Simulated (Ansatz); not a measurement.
# Cu: a strain scan

The task, for Cu: see how energy and stress answer to the strain pattern (0, 0, 1, 0, 0, 0).

This is Cu in the hcp structure; at room conditions it is fcc.

Computed with Ansatz 0.2.0 (DFT LDA, scalar-relativistic, plane waves, PAW, unless a step's input says otherwise).

## 1. The structure to begin with

It takes space group P6_3/mmc (No. 194, hexagonal). The conventional cell has a = 2.534 Å, b = 2.534 Å, c = 4.113 Å, α = 90.00°, β = 90.00°, γ = 120.00°. Cu (site symmetry -6m2) has 12 Cu at 2.52 to 2.53 Å as nearest neighbours.

As a file:

```xyz
2
Lattice="2.5341 0.0000 0.0000 -1.2670 2.1946 0.0000 0.0000 0.0000 4.1126" Properties=species:S:1:pos:R:3 pbc="T T T"
Cu    0.0000    1.4631    1.0281
Cu    1.2670    0.7315    3.0844
```

Source of the structure: the Materials Project (structure only).

## 2. Probe: one point at the start

File input.yaml:

```yaml
crystal:
  lattice:
    - [2.5340966698, 0.0, 0.0]
    - [-1.2670483349, 2.1945920917, 0.0]
    - [0.0, 0.0, 4.112571]
  atoms:
    - { symbol: Cu, position: [0.33333333, 0.66666667, 0.25] }
    - { symbol: Cu, position: [0.66666667, 0.33333333, 0.75] }
basis:
  ecutwfc: 420
kpoints:
  mp_grid: { grid: [9, 9, 4] }
hamiltonian:
  xc: lda
scf:
  occupations: { method: gaussian, width: 0.1 }
output:
  forces: true
  stress: true
  eigenvalues: true
```

Run with:

```sh
$ ansatz run input.yaml --threads 1 --pin off --max-ram 1228MiB --backend cpu --events-out ev --progress --plain --runs-dir out
```

Output, shortened:

```text
[...]
SCF converged after 6 iterations
Free energy (F): -13111.398918 eV
[...]
E sigma→0 (E₀):  -13111.395576 eV
Entropy (-TS):   -0.006684 eV (-3.342 meV/atom)
Fermi energy:    16.988628 eV
[...]
--- Forces (eV/Å), atoms counted from 1 ---
  atom   1  Cu    -0.00000000    -0.00000000     0.00000000
  atom   2  Cu     0.00000000     0.00000000    -0.00000000
[...]
--- Stress (GPa, compression-positive) ---
       -8.983814      -0.000000       0.000000
       -0.000000      -8.983814      -0.000000
        0.000000      -0.000000      -5.439069
  P = ⅓ Tr σ = -7.8022 GPa (-78.022 kbar)
--- Band table (eV; the first three rows and the last of 36) ---
  k-point 0: bands = ["-94.7776", "-94.7605", "-52.6470", "-52.5447", "-52.5447", "-52.5253", "-52.5253", "-52.5193", "7.3647", "11.7306", "13.9159", "13.9571", "13.9571", "14.1843", "14.1843", "14.4743", "14.4743", "15.2936", "15.2936", "15.9755", "20.9953", "38.6814", "38.8467"]
[...]
```

Run time: 1.9 s. Hardware: 1 thread of an x86-64 CPU, shared host; peak memory 0.4 GiB.

The cell is taken as given, not relaxed at this level.

## 3. The reference: the undisturbed cell on the scan's mesh

File input.yaml:

```yaml
crystal:
  lattice:
    - [2.5340966698, 0.0, 0.0]
    - [-1.2670483349, 2.1945920917, 0.0]
    - [0.0, 0.0, 4.112571]
  atoms:
    - { symbol: Cu, position: [0.3333333333, 0.6666666667, 0.25] }
    - { symbol: Cu, position: [0.6666666667, 0.3333333333, 0.75] }
basis:
  ecutwfc: 420
kpoints:
  mp_grid: { grid: [21, 21, 12] }
hamiltonian:
  xc: lda
scf:
  occupations: { method: gaussian, width: 0.15 }
output:
  forces: true
  stress: true
  eigenvalues: true
```

Run with:

```sh
$ ansatz run input.yaml --threads 1 --pin off --max-ram 1228MiB --backend cpu --events-out ev --progress --plain --runs-dir out
```

Output, shortened:

```text
Warning: RAYON_NUM_THREADS=1 ignored (pool sized by the plan → 1); use --threads N
[...]
Pseudopotentials: kind: paw
Pseudopotential: Cu, paw, valence charge 19, recommended cutoff 420 eV (normal), Cu.paw.azcp
Functional definition: SPW92
[...]
Crystal: 2 atoms, lattice volume = 22.871 Å³
Basis set: ecut = 420 eV, 451 PW (Γ)
Bands: 23, of which v1, the nominal top of the filled ones, is band 19 counted from 1 (18 counted from 0)
Symmetry: 24 space group operations
Space group: P63/mmc (ITA 194), of the structure as read, at distance tolerance 2.8e-5 Å
k-points: 336 of 5292
[...]
SCF iter   1: F=—  HF=-13111.413905 eV  |F-HF|=—  |Δ(HF+E_count)|=         —  Δρ=2.46e-2  dr2=6.24e-2  ethr=1.77e-3  ⟨swp⟩=4.7  Hψ=28071  notcnv=0
[...]
SCF iter   6: F=-13111.398192 eV  HF=-13111.398192 eV  |F-HF|=4.37e-11  |Δ(HF+E_count)|=   9.91e-9  Δρ=4.63e-7  dr2=1.70e-11  ethr=2.81e-11  ⟨swp⟩=2.5  Hψ=28185  notcnv=0
[...]
SCF converged after 6 iterations
Free energy (F): -13111.398192 eV
[...]
E sigma→0 (E₀):  -13111.394575 eV
Entropy (-TS):   -0.007234 eV (-3.617 meV/atom)
Fermi energy:    17.048414 eV
[...]
--- Forces (eV/Å), atoms counted from 1 ---
  atom   1  Cu    -0.00000000    -0.00000000    -0.00000000
  atom   2  Cu    -0.00000000     0.00000000     0.00000000
[...]
--- Stress (GPa, compression-positive) ---
       -8.964741      -0.000000       0.000000
       -0.000000      -8.964741      -0.000000
        0.000000      -0.000000      -6.260702
  P = ⅓ Tr σ = -8.0634 GPa (-80.634 kbar)
--- Band table (eV; the first three rows and the last of 336) ---
  k-point 0: bands = ["-94.7901", "-94.7729", "-52.6587", "-52.5569", "-52.5569", "-52.5374", "-52.5374", "-52.5310", "7.3642", "11.7254", "13.9067", "13.9475", "13.9475", "14.1745", "14.1745", "14.4637", "14.4637", "15.2825", "15.2825", "15.9745", "20.9901", "38.6826", "38.8438"]
[...]
```

It took 11 s on 1 thread of an x86-64 CPU, shared host; peak memory 0.55 GiB.

Reference values: F = -13111.3982 eV; pressure -8.06 GPa; largest force 0.000 eV/Å; gap on the mesh none (metal).

## 4. Setting up a strain scan

The cell is strained by ε times the Voigt pattern (0, 0, 1, 0, 0, 0) (xx, yy, zz, yz, xz, xy; engineering shear), with fractional coordinates fixed (clamped ions). The stress on the pattern is the sum of the stress components weighted by it, tension positive.

## 5. Point ε = -0.0200

Edit input.yaml of step 3 so:

```diff
@@ -4,3 +4,3 @@
     - [-1.2670483349, 2.1945920917, 0.0]
-    - [0.0, 0.0, 4.112571]
+    - [0.0, 0.0, 4.03031958]
   atoms:
```

Run with:

```sh
$ ansatz run input.yaml --threads 1 --pin off --max-ram 1228MiB --backend cpu --events-out ev --progress --plain --runs-dir out
```

Output, shortened:

```text
Warning: RAYON_NUM_THREADS=1 ignored (pool sized by the plan → 1); use --threads N
[...]
[... 3 set-up lines as earlier in the session ...]
[...]
Crystal: 2 atoms, lattice volume = 22.414 Å³
Basis set: ecut = 420 eV, 439 PW (Γ)
Bands: 23, of which v1, the nominal top of the filled ones, is band 19 counted from 1 (18 counted from 0)
[... 2 set-up lines as earlier in the session ...]
k-points: 336 of 5292
[...]
SCF iter   1: F=—  HF=-13111.423712 eV  |F-HF|=—  |Δ(HF+E_count)|=         —  Δρ=2.46e-2  dr2=6.08e-2  ethr=1.77e-3  ⟨swp⟩=4.8  Hψ=28252  notcnv=0
[...]
SCF iter   6: F=-13111.408215 eV  HF=-13111.408215 eV  |F-HF|=1.46e-11  |Δ(HF+E_count)|=   7.01e-9  Δρ=3.35e-7  dr2=6.92e-12  ethr=1.70e-11  ⟨swp⟩=2.5  Hψ=28115  notcnv=0
[...]
SCF converged after 6 iterations
Free energy (F): -13111.408215 eV
[...]
E sigma→0 (E₀):  -13111.404318 eV
Entropy (-TS):   -0.007792 eV (-3.896 meV/atom)
Fermi energy:    17.488249 eV
[...]
--- Forces (eV/Å), atoms counted from 1 ---
  atom   1  Cu     0.00000000     0.00000000     0.00000000
  atom   2  Cu    -0.00000000    -0.00000000     0.00000000
[...]
--- Stress (GPa, compression-positive) ---
       -6.857279       0.000000       0.000000
        0.000000      -6.857279       0.000000
        0.000000       0.000000      -0.606134
  P = ⅓ Tr σ = -4.7736 GPa (-47.736 kbar)
--- Band table (eV; the first three rows and the last of 336) ---
  k-point 0: bands = ["-94.3878", "-94.3671", "-52.2724", "-52.1515", "-52.1515", "-52.1278", "-52.1278", "-52.1259", "7.6579", "12.0971", "14.3358", "14.3358", "14.3718", "14.5883", "14.5883", "14.8096", "14.8096", "15.7154", "15.7154", "16.5646", "21.8467", "39.0204", "39.1576"]
[...]
```

It took 9.2 s on 1 thread of an x86-64 CPU, shared host; peak memory 0.54 GiB.

## 6. At ε = 0.0150

Edit input.yaml of step 5 so:

```diff
@@ -4,3 +4,3 @@
     - [-1.2670483349, 2.1945920917, 0.0]
-    - [0.0, 0.0, 4.03031958]
+    - [0.0, 0.0, 4.174259565]
   atoms:
```

Run with:

```sh
$ ansatz run input.yaml --threads 1 --pin off --max-ram 1228MiB --backend cpu --events-out ev --progress --plain --runs-dir out
```

Output, shortened:

```text
[...]
SCF converged after 6 iterations
Free energy (F): -13111.380771 eV
[...]
E sigma→0 (E₀):  -13111.377449 eV
Entropy (-TS):   -0.006644 eV (-3.322 meV/atom)
Fermi energy:    16.726301 eV
[...]
--- Forces (eV/Å), atoms counted from 1 ---
  atom   1  Cu     0.00000000    -0.00000000     0.00000000
  atom   2  Cu     0.00000000     0.00000000     0.00000000
[...]
--- Stress (GPa, compression-positive) ---
      -10.302836      -0.000000       0.000000
       -0.000000     -10.302836      -0.000000
        0.000000      -0.000000      -9.935293
  P = ⅓ Tr σ = -10.1803 GPa (-101.803 kbar)
--- Band table (eV; the first three rows and the last of 336) ---
  k-point 0: bands = ["-95.0814", "-95.0665", "-52.9388", "-52.8508", "-52.8508", "-52.8340", "-52.8340", "-52.8238", "7.1523", "11.4517", "13.5717", "13.6649", "13.6649", "13.8744", "13.8744", "14.2114", "14.2114", "14.9699", "14.9699", "15.5558", "20.3756", "38.4382", "38.6185"]
[...]
```

It took 8.4 s on 1 thread of an x86-64 CPU, shared host; peak memory 0.55 GiB.

## 7. Point ε = -0.0100

Edit input.yaml of step 6 so:

```diff
@@ -4,3 +4,3 @@
     - [-1.2670483349, 2.1945920917, 0.0]
-    - [0.0, 0.0, 4.174259565]
+    - [0.0, 0.0, 4.07144529]
   atoms:
```

Run with:

```sh
$ ansatz run input.yaml --threads 1 --pin off --max-ram 1228MiB --backend cpu --events-out ev --progress --plain --runs-dir out
```

Output, shortened:

```text
Warning: RAYON_NUM_THREADS=1 ignored (pool sized by the plan → 1); use --threads N
[...]
[... 3 set-up lines as earlier in the session ...]
[...]
Crystal: 2 atoms, lattice volume = 22.643 Å³
Basis set: ecut = 420 eV, 439 PW (Γ)
Bands: 23, of which v1, the nominal top of the filled ones, is band 19 counted from 1 (18 counted from 0)
[... 2 set-up lines as earlier in the session ...]
k-points: 336 of 5292
[...]
SCF iter   1: F=—  HF=-13111.420828 eV  |F-HF|=—  |Δ(HF+E_count)|=         —  Δρ=2.46e-2  dr2=6.17e-2  ethr=1.77e-3  ⟨swp⟩=4.8  Hψ=28179  notcnv=0
[...]
SCF iter   6: F=-13111.405220 eV  HF=-13111.405220 eV  |F-HF|=3.09e-11  |Δ(HF+E_count)|=   8.35e-9  Δρ=3.73e-7  dr2=9.76e-12  ethr=2.25e-11  ⟨swp⟩=2.5  Hψ=28151  notcnv=0
[...]
SCF converged after 6 iterations
Free energy (F): -13111.405220 eV
[...]
E sigma→0 (E₀):  -13111.401455 eV
Entropy (-TS):   -0.007530 eV (-3.765 meV/atom)
Fermi energy:    17.266620 eV
[...]
--- Forces (eV/Å), atoms counted from 1 ---
  atom   1  Cu     0.00000000    -0.00000000     0.00000000
  atom   2  Cu    -0.00000000     0.00000000     0.00000000
[...]
--- Stress (GPa, compression-positive) ---
       -7.959438       0.000000       0.000000
        0.000000      -7.959438       0.000000
        0.000000       0.000000      -3.547634
  P = ⅓ Tr σ = -6.4888 GPa (-64.888 kbar)
--- Band table (eV; the first three rows and the last of 336) ---
  k-point 0: bands = ["-94.5909", "-94.5721", "-52.4674", "-52.3562", "-52.3562", "-52.3347", "-52.3347", "-52.3306", "7.5094", "11.9103", "14.1365", "14.1400", "14.1400", "14.3794", "14.3794", "14.6353", "14.6353", "15.4966", "15.4966", "16.2649", "21.4129", "38.8499", "38.9987"]
[...]
```

It took 8.8 s on 1 thread of an x86-64 CPU, shared host; peak memory 0.55 GiB.

## 8. ε = 0.0050

Edit input.yaml of step 7 so:

```diff
@@ -4,3 +4,3 @@
     - [-1.2670483349, 2.1945920917, 0.0]
-    - [0.0, 0.0, 4.07144529]
+    - [0.0, 0.0, 4.133133855]
   atoms:
```

Run with:

```sh
$ ansatz run input.yaml --threads 1 --pin off --max-ram 1228MiB --backend cpu --events-out ev --progress --plain --runs-dir out
```

Output, shortened:

```text
[...]
SCF converged after 6 iterations
Free energy (F): -13111.393265 eV
[...]
E sigma→0 (E₀):  -13111.389735 eV
Entropy (-TS):   -0.007060 eV (-3.530 meV/atom)
Fermi energy:    16.940382 eV
[...]
--- Forces (eV/Å), atoms counted from 1 ---
  atom   1  Cu     0.00000000     0.00000000     0.00000000
  atom   2  Cu    -0.00000000    -0.00000000    -0.00000000
[...]
--- Stress (GPa, compression-positive) ---
       -9.433424       0.000000       0.000000
        0.000000      -9.433424      -0.000000
        0.000000      -0.000000      -7.535044
  P = ⅓ Tr σ = -8.8006 GPa (-88.006 kbar)
--- Band table (eV; the first three rows and the last of 336) ---
  k-point 0: bands = ["-94.8881", "-94.8718", "-52.7530", "-52.6558", "-52.6558", "-52.6373", "-52.6373", "-52.6296", "7.2928", "11.6337", "13.7937", "13.8525", "13.8525", "14.0735", "14.0735", "14.3789", "14.3789", "15.1772", "15.1772", "15.8328", "20.7826", "38.6003", "38.7678"]
[...]
```

Run time: 9 s. Hardware: 1 thread of an x86-64 CPU, shared host; peak memory 0.53 GiB.

## 9. Point ε = 0.0200

Edit input.yaml of step 8 so:

```diff
@@ -4,3 +4,3 @@
     - [-1.2670483349, 2.1945920917, 0.0]
-    - [0.0, 0.0, 4.133133855]
+    - [0.0, 0.0, 4.19482242]
   atoms:
```

Run with:

```sh
$ ansatz run input.yaml --threads 1 --pin off --max-ram 1228MiB --backend cpu --events-out ev --progress --plain --runs-dir out
```

Output, shortened:

```text
Warning: RAYON_NUM_THREADS=1 ignored (pool sized by the plan → 1); use --threads N
[...]
[... 3 set-up lines as earlier in the session ...]
[...]
Crystal: 2 atoms, lattice volume = 23.329 Å³
Basis set: ecut = 420 eV, 465 PW (Γ)
Bands: 23, of which v1, the nominal top of the filled ones, is band 19 counted from 1 (18 counted from 0)
[... 1 set-up line as earlier in the session ...]
Space group: P63/mmc (ITA 194), of the structure as read, at distance tolerance 2.9e-5 Å
k-points: 336 of 5292
[...]
SCF iter   1: F=—  HF=-13111.389133 eV  |F-HF|=—  |Δ(HF+E_count)|=         —  Δρ=2.46e-2  dr2=6.37e-2  ethr=1.77e-3  ⟨swp⟩=4.6  Hψ=28013  notcnv=0
[...]
SCF iter   6: F=-13111.373272 eV  HF=-13111.373272 eV  |F-HF|=6.91e-11  |Δ(HF+E_count)|=   1.18e-8  Δρ=6.34e-7  dr2=3.42e-11  ethr=3.36e-11  ⟨swp⟩=2.5  Hψ=28228  notcnv=0
[...]
SCF converged after 6 iterations
Free energy (F): -13111.373272 eV
[...]
E sigma→0 (E₀):  -13111.370068 eV
Entropy (-TS):   -0.006409 eV (-3.204 meV/atom)
Fermi energy:    16.620243 eV
[...]
--- Forces (eV/Å), atoms counted from 1 ---
  atom   1  Cu     0.00000000     0.00000000     0.00000000
  atom   2  Cu    -0.00000000    -0.00000000    -0.00000000
[...]
--- Stress (GPa, compression-positive) ---
      -10.702795       0.000000       0.000000
        0.000000     -10.702795      -0.000000
        0.000000      -0.000000     -11.066531
  P = ⅓ Tr σ = -10.8240 GPa (-108.240 kbar)
--- Band table (eV; the first three rows and the last of 336) ---
  k-point 0: bands = ["-95.1766", "-95.1624", "-53.0304", "-52.9468", "-52.9468", "-52.9308", "-52.9308", "-52.9193", "7.0832", "11.3614", "13.4627", "13.5724", "13.5724", "13.7763", "13.7763", "14.1286", "14.1286", "14.8679", "14.8679", "15.4205", "20.1758", "38.3584", "38.5453"]
[...]
```

It took 12 s on 1 thread of an x86-64 CPU, shared host; peak memory 0.55 GiB.

## 10. Point ε = -0.0150

Edit input.yaml of step 9 so:

```diff
@@ -4,3 +4,3 @@
     - [-1.2670483349, 2.1945920917, 0.0]
-    - [0.0, 0.0, 4.19482242]
+    - [0.0, 0.0, 4.050882435]
   atoms:
```

Run with:

```sh
$ ansatz run input.yaml --threads 1 --pin off --max-ram 1228MiB --backend cpu --events-out ev --progress --plain --runs-dir out
```

Output, shortened:

```text
Warning: RAYON_NUM_THREADS=1 ignored (pool sized by the plan → 1); use --threads N
[...]
[... 3 set-up lines as earlier in the session ...]
[...]
Crystal: 2 atoms, lattice volume = 22.528 Å³
Basis set: ecut = 420 eV, 439 PW (Γ)
Bands: 23, of which v1, the nominal top of the filled ones, is band 19 counted from 1 (18 counted from 0)
[... 2 set-up lines as earlier in the session ...]
k-points: 336 of 5292
[...]
SCF iter   1: F=—  HF=-13111.422793 eV  |F-HF|=—  |Δ(HF+E_count)|=         —  Δρ=2.46e-2  dr2=6.12e-2  ethr=1.77e-3  ⟨swp⟩=4.8  Hψ=28234  notcnv=0
[...]
SCF iter   6: F=-13111.407243 eV  HF=-13111.407243 eV  |F-HF|=2.18e-11  |Δ(HF+E_count)|=   7.70e-9  Δρ=3.44e-7  dr2=7.77e-12  ethr=2.02e-11  ⟨swp⟩=2.5  Hψ=28189  notcnv=0
[...]
SCF converged after 6 iterations
Free energy (F): -13111.407243 eV
[...]
E sigma→0 (E₀):  -13111.403411 eV
Entropy (-TS):   -0.007664 eV (-3.832 meV/atom)
Fermi energy:    17.376947 eV
[...]
--- Forces (eV/Å), atoms counted from 1 ---
  atom   1  Cu     0.00000000     0.00000000     0.00000000
  atom   2  Cu    -0.00000000    -0.00000000     0.00000000
[...]
--- Stress (GPa, compression-positive) ---
       -7.421355       0.000000       0.000000
        0.000000      -7.421355       0.000000
        0.000000       0.000000      -2.105652
  P = ⅓ Tr σ = -5.6495 GPa (-56.495 kbar)
--- Band table (eV; the first three rows and the last of 336) ---
  k-point 0: bands = ["-94.4898", "-94.4701", "-52.3704", "-52.2543", "-52.2543", "-52.2318", "-52.2318", "-52.2288", "7.5832", "12.0034", "14.2375", "14.2375", "14.2534", "14.4833", "14.4833", "14.7221", "14.7221", "15.6054", "15.6054", "16.4136", "21.6284", "38.9347", "39.0776"]
[...]
```

It took 8.3 s on 1 thread of an x86-64 CPU, shared host; peak memory 0.55 GiB.

## 11. Point ε = 0.0100

Edit input.yaml of step 10 so:

```diff
@@ -4,3 +4,3 @@
     - [-1.2670483349, 2.1945920917, 0.0]
-    - [0.0, 0.0, 4.050882435]
+    - [0.0, 0.0, 4.15369671]
   atoms:
```

Run with:

```sh
$ ansatz run input.yaml --threads 1 --pin off --max-ram 1228MiB --backend cpu --events-out ev --progress --plain --runs-dir out
```

Output, shortened:

```text
[...]
SCF converged after 6 iterations
Free energy (F): -13111.387446 eV
[...]
E sigma→0 (E₀):  -13111.384014 eV
Entropy (-TS):   -0.006863 eV (-3.432 meV/atom)
Fermi energy:    16.833013 eV
[...]
--- Forces (eV/Å), atoms counted from 1 ---
  atom   1  Cu     0.00000000     0.00000000     0.00000000
  atom   2  Cu    -0.00000000    -0.00000000     0.00000000
[...]
--- Stress (GPa, compression-positive) ---
       -9.879474       0.000000       0.000000
        0.000000      -9.879474       0.000000
        0.000000       0.000000      -8.758696
  P = ⅓ Tr σ = -9.5059 GPa (-95.059 kbar)
--- Band table (eV; the first three rows and the last of 336) ---
  k-point 0: bands = ["-94.9852", "-94.9696", "-52.8463", "-52.7538", "-52.7538", "-52.7361", "-52.7361", "-52.7272", "7.2222", "11.5425", "13.6821", "13.7583", "13.7583", "13.9734", "13.9734", "14.2948", "14.2948", "15.0730", "15.0730", "15.6932", "20.5778", "38.5189", "38.6928"]
[...]
```

It took 9.8 s on 1 thread of an x86-64 CPU, shared host; peak memory 0.54 GiB.

## 12. ε = -0.0050

Edit input.yaml of step 11 so:

```diff
@@ -4,3 +4,3 @@
     - [-1.2670483349, 2.1945920917, 0.0]
-    - [0.0, 0.0, 4.15369671]
+    - [0.0, 0.0, 4.092008145]
   atoms:
```

Run with:

```sh
$ ansatz run input.yaml --threads 1 --pin off --max-ram 1228MiB --backend cpu --events-out ev --progress --plain --runs-dir out
```

Output, shortened:

```text
Warning: RAYON_NUM_THREADS=1 ignored (pool sized by the plan → 1); use --threads N
[...]
[... 3 set-up lines as earlier in the session ...]
[...]
Crystal: 2 atoms, lattice volume = 22.757 Å³
Basis set: ecut = 420 eV, 451 PW (Γ)
Bands: 23, of which v1, the nominal top of the filled ones, is band 19 counted from 1 (18 counted from 0)
[... 2 set-up lines as earlier in the session ...]
k-points: 336 of 5292
[...]
SCF iter   1: F=—  HF=-13111.417848 eV  |F-HF|=—  |Δ(HF+E_count)|=         —  Δρ=2.46e-2  dr2=6.21e-2  ethr=1.77e-3  ⟨swp⟩=4.7  Hψ=28132  notcnv=0
[...]
SCF iter   6: F=-13111.402188 eV  HF=-13111.402188 eV  |F-HF|=4.00e-11  |Δ(HF+E_count)|=   8.99e-9  Δρ=4.11e-7  dr2=1.30e-11  ethr=2.43e-11  ⟨swp⟩=2.5  Hψ=28080  notcnv=0
[...]
SCF converged after 6 iterations
Free energy (F): -13111.402188 eV
[...]
E sigma→0 (E₀):  -13111.398494 eV
Entropy (-TS):   -0.007389 eV (-3.695 meV/atom)
Fermi energy:    17.157142 eV
[...]
--- Forces (eV/Å), atoms counted from 1 ---
  atom   1  Cu     0.00000000     0.00000000     0.00000000
  atom   2  Cu    -0.00000000    -0.00000000    -0.00000000
[...]
--- Stress (GPa, compression-positive) ---
       -8.473351       0.000000       0.000000
        0.000000      -8.473351      -0.000000
        0.000000      -0.000000      -4.931611
  P = ⅓ Tr σ = -7.2928 GPa (-72.928 kbar)
--- Band table (eV; the first three rows and the last of 336) ---
  k-point 0: bands = ["-94.6910", "-94.6730", "-52.5635", "-52.4570", "-52.4570", "-52.4366", "-52.4366", "-52.4314", "7.4364", "11.8176", "14.0209", "14.0433", "14.0433", "14.2764", "14.2764", "14.5492", "14.5492", "15.3890", "15.3890", "16.1186", "21.2002", "38.7657", "38.9207"]
[...]
```

Wall time 10 s (1 thread of an x86-64 CPU, shared host); peak memory 0.55 GiB.

## 13. Results of the scan

The scan, with free energies counted from the undisturbed cell:

| ε | ΔE (meV/atom) | stress on the pattern (GPa) | pressure (GPa) |
| --- | --- | --- | --- |
| -0.0200 | -5.0 | 0.61 | -4.8 |
| -0.0150 | -4.5 | 2.11 | -5.6 |
| -0.0100 | -3.5 | 3.55 | -6.5 |
| -0.0050 | -2.0 | 4.93 | -7.3 |
| 0.0000 | 0.0 | 6.26 | -8.1 |
| 0.0050 | 2.5 | 7.54 | -8.8 |
| 0.0100 | 5.4 | 8.76 | -9.5 |
| 0.0150 | 8.7 | 9.94 | -10.2 |
| 0.0200 | 12.5 | 11.07 | -10.8 |

## 14. Summary of results

| quantity | value |
| --- | --- |
| slope of the stress at ε = 0, over ±0.0050 | 260 GPa |

In words: The slope of the stress at zero strain, 260 GPa, estimates C33 with clamped ions in this Cartesian frame; letting the atoms relax could not make it stiffer. The reference stands under -8.1 GPa, so this is no zero-stress constant. The undisturbed cell is not the lowest point: the energy is 5.0 meV/atom lower at ε = -0.0200; the cell was taken as given and not relaxed at this level.
